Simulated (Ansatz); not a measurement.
# AlH5O2Si: the cost of one run

All numbers below are computed with Ansatz 0.2.0 (RKS PBE0/STO-3G).

**1. Starting point**

Bond lengths: Al1–O2 1.780 Å, O2–H3 1.010 Å, Al1–H4 1.560 Å, Al1–O5 1.780 Å, O5–Si6 1.680 Å, Si6–H7 1.460 Å, Si6–H8 1.460 Å, Si6–H9 1.460 Å. Angles: Al1–O2–H3 109.5°, O2–Al1–H4 120.0°, O2–Al1–O5 120.0°, H4–Al1–O5 120.0°, Al1–O5–Si6 125.0°, O5–Si6–H7 109.5°, O5–Si6–H8 109.5°, O5–Si6–H9 109.5°, H7–Si6–H8 109.4°, H7–Si6–H9 109.4°, H8–Si6–H9 109.4°.

Coordinates:

```xyz
9

Al    0.0000    0.0000    0.0000
O     0.0000    0.0000    1.7800
H    -0.9095   -0.2814    2.1171
H     1.3510    0.0000   -0.7800
O    -1.5415    0.0000   -0.8900
Si   -2.6907   -1.2238   -0.8267
H    -2.2881   -2.2198    0.1620
H    -3.9833   -0.6595   -0.4496
H    -2.8007   -1.8572   -2.1376
```

**2. Preparing the start**

Contents of input.yaml:

```yaml
crystal:
  periodic: [false, false, false]
  atoms:
    - { symbol: Al, position_ang: [0.0, 0.0, 0.0] }
    - { symbol: O, position_ang: [0.0, 0.0, 1.78] }
    - { symbol: H, position_ang: [-0.9095, -0.2814, 2.1171] }
    - { symbol: H, position_ang: [1.351, 0.0, -0.78] }
    - { symbol: O, position_ang: [-1.5415, 0.0, -0.89] }
    - { symbol: Si, position_ang: [-2.6907, -1.2238, -0.8267] }
    - { symbol: H, position_ang: [-2.2881, -2.2198, 0.162] }
    - { symbol: H, position_ang: [-3.9833, -0.6595, -0.4496] }
    - { symbol: H, position_ang: [-2.8007, -1.8572, -2.1376] }
basis:
  gaussian: { orbitals: STO-3G }
hamiltonian:
  xc: pbe0
relax:
  f_tol: 0.02
  max_steps: 40
```

On the command line:

```sh
ansatz run input.yaml --threads 1 --pin off --max-ram 2048MiB --backend cpu --events-out ev --progress --plain --runs-dir out
```

Q: Estimate wall time and peak memory on 1 thread of Arm Neoverse V2, shared host.

About 33 s, with a peak of 0.12 GiB.
